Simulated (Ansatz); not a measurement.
Run this with the Ansatz DFT code, driven from Python and show what comes out.

The script, `opt_c2h7sn.py`:
```python
'''Minimum-energy structure of C2H7Sn.'''

import itertools
import warnings

import ansatz as az
from ase import Atoms
from ase.data import atomic_numbers, covalent_radii
import numpy as np

BASIS = 'def2-SVP'
FUNCTIONAL = 'PBE0'
DISPERSION = 'd4'

warnings.simplefilter('ignore', az.DeckWarning)

atoms = Atoms(['C', 'Sn', 'C', 'H', 'H', 'H', 'H', 'H', 'H', 'H'], positions=[
    [-1.2494, 0.9646, -0.638],
    [0.7636, 0.4511, -0.5119],
    [0.9729, -0.9551, 1.0707],
    [-1.5463, 1.4829, 0.3019],
    [-1.908, 0.0987, -0.866],
    [-1.4309, 1.7521, -1.4786],
    [1.2979, -0.2815, -2.0124],
    [0.4236, -1.836, 0.873],
    [0.6855, -0.4757, 2.0808],
    [2.0741, -1.2521, 1.1834],
])
system = az.Crystal.molecule_from_ase(atoms)

setup = (
    system.calculation()
    .basis(gaussian=BASIS)  # the orbital basis, by name
    .functional(FUNCTIONAL, dispersion=DISPERSION)
    .spin('collinear', total=1)  # spin-polarised run
)
symbols = [site.symbol for site in system.cartesian_sites]
start = np.array([site.position_ang for site in system.cartesian_sites], dtype=float)
def progress(event):
    if event['event'] == 'relax_step':
        row = event['data']
        print(f'step {row["step"]:3d}  E = {row["lagrangian_ev"]:.6f} eV  largest force component {row["allowed_force_max_ev_ang"]:.4f} eV/A')


r = setup.relax(force_tolerance=0.01).session().plan().execute(on_event=progress).report
end = np.array(r['positions_ang'])

print('reference energy %16.6f eV' % r['reference_energy_ev'])
print('total energy     %16.6f eV' % r['free_energy_ev'])
print('occupied orbitals outside the frozen core (up, down):', r['n_occupied'], ' frozen:', r['n_frozen'], ' virtual:', r['n_virtual'])

# pairs closer than 1.2 times the sum of covalent radii, before or after
radius = [covalent_radii[atomic_numbers[s]] for s in symbols]
span = lambda where, i, j: np.linalg.norm(where[i] - where[j])
bonded = [(i, j) for i, j in itertools.combinations(range(len(symbols)), 2) if min(span(start, i, j), span(end, i, j)) < 1.2 * (radius[i] + radius[j])]
print('pair        before    after (A)')
for i, j in bonded:
    print(f'{symbols[i]}{i}-{symbols[j]}{j}'.ljust(10), f'{span(start, i, j):8.4f} {span(end, i, j):8.4f}')
```

`python opt_c2h7sn.py` gives:
```text
step   1  E = -8014.068168 eV  largest force component 2.2885 eV/A
step   2  E = -8014.332839 eV  largest force component 0.5653 eV/A
step   3  E = -8014.356210 eV  largest force component 0.0961 eV/A
step   4  E = -8014.356958 eV  largest force component 0.0483 eV/A
step   5  E = -8014.357296 eV  largest force component 0.0136 eV/A
step   6  E = -8014.357324 eV  largest force component 0.0013 eV/A
reference energy     -8014.213811 eV
total energy         -8014.357354 eV
occupied orbitals outside the frozen core (up, down): [21, 20]  frozen: 0  virtual: [68, 69]
pair        before    after (A)
C0-Sn1       2.0813   2.1718
C0-H3        1.1136   1.0989
C0-H4        1.1115   1.1011
C0-H5        1.1661   1.0986
Sn1-C2       2.1274   2.1718
Sn1-H6       1.7532   1.7380
C2-H7        1.0568   1.1011
C2-H8        1.1544   1.0989
C2-H9        1.1461   1.0986
```

Caveats:
- Total energies depend on the basis set; only differences at equal settings carry meaning.
- The end point is the stationary point reached from this start; no frequency run checks that it is a minimum, and the basis set is modest.
- def2 sets replace the cores of elements past krypton by effective core potentials.
- The run takes the species as open-shell (spin multiplicity 2), which needn't be its ground state.
- Total less reference energy is the dispersion correction.
- It ran for 43 s on 1 thread of Arm Neoverse V1, with other jobs on the host, peak memory 0.32 GiB.
